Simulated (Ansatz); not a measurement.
## C2H7BOS, SMILES BSCOC: a geometry optimisation, step by step

Computed with the Python package of Ansatz (0.2.0).

The script reads `c2h7bos.xyz`:
```text
12

B    -0.31570    2.14940    1.67650
S    -1.39570    0.66470    1.24820
C    -0.20100   -0.01110    0.07180
O    -0.59320   -1.21580   -0.43340
C     0.27040   -1.77610   -1.35190
H     0.40880    2.17620    2.55560
H    -0.45650    3.18080    1.02690
H     0.82400   -0.16640    0.62930
H    -0.00740    0.74280   -0.69170
H     0.43740   -1.08710   -2.17540
H     1.22250   -1.99810   -0.80700
H    -0.11690   -2.71430   -1.71490
```

Typed at the interpreter:
```pycon
>>> import ansatz as az
>>> import numpy as np
>>> mol = az.Crystal.molecule_from_extxyz('c2h7bos.xyz')
>>> base = (
...     mol.calculation()
...     .basis(gaussian='cc-pVDZ')
...     .functional('PBE')  # exchange and correlation
... )
>>> symbols = [site.symbol for site in mol.cartesian_sites]
>>> start = np.array([site.position_ang for site in mol.cartesian_sites], dtype=float)
>>> report = base.relax(force_tolerance=0.01, max_steps=100).run(threads=1).report

>>> end = np.array(report['positions_ang'])
>>> print(f'E = {report["free_energy_ev"]:.6f} eV = {report["free_energy_ev"] / 27.211386246:.7f} Ha')
E = -15735.570058 eV = -578.2715337 Ha
>>> print('converged:', report['converged'], ' doubts:', report['published_state_doubts'] or 'none')
converged: True  doubts: none
>>> print('final positions (A) and the move of each atom')
final positions (A) and the move of each atom
>>> for symbol, xyz, old in zip(symbols, end, start):
...     print(f'{symbol:2s} {xyz[0]:10.5f} {xyz[1]:10.5f} {xyz[2]:10.5f}   {np.linalg.norm(xyz - old):7.4f}')
...
B    -0.57794    1.79755    1.82197    0.4623
S    -0.80320    1.89202    0.06174    1.8069
C     0.20790    0.47823   -0.55436    0.8937
O    -0.53741   -0.70646   -0.39980    0.5135
C     0.16952   -1.82666   -0.91665    0.4496
H     0.15091    0.96134    2.30978    1.2660
H    -1.17708    2.62123    2.47842    1.7144
H     1.16585    0.45253    0.01760    0.9349
H     0.43248    0.69284   -1.62779    1.0355
H     0.37804   -1.72095   -2.00881    0.6581
H     1.14185   -1.98473   -0.39070    0.4243
H    -0.47421   -2.71194   -0.75740    1.0220
```

What to keep in mind:
- The settings weren't tested for convergence.
- The end point is the stationary point reached from this start; no frequency run checks that it is a minimum, and the basis set is modest.
- Timing: 2.8 min on 1 thread of Arm Neoverse V2 (shared host), peak memory 0.22 GiB.

(Lines on the test bed's own set-up are left out of the output.)
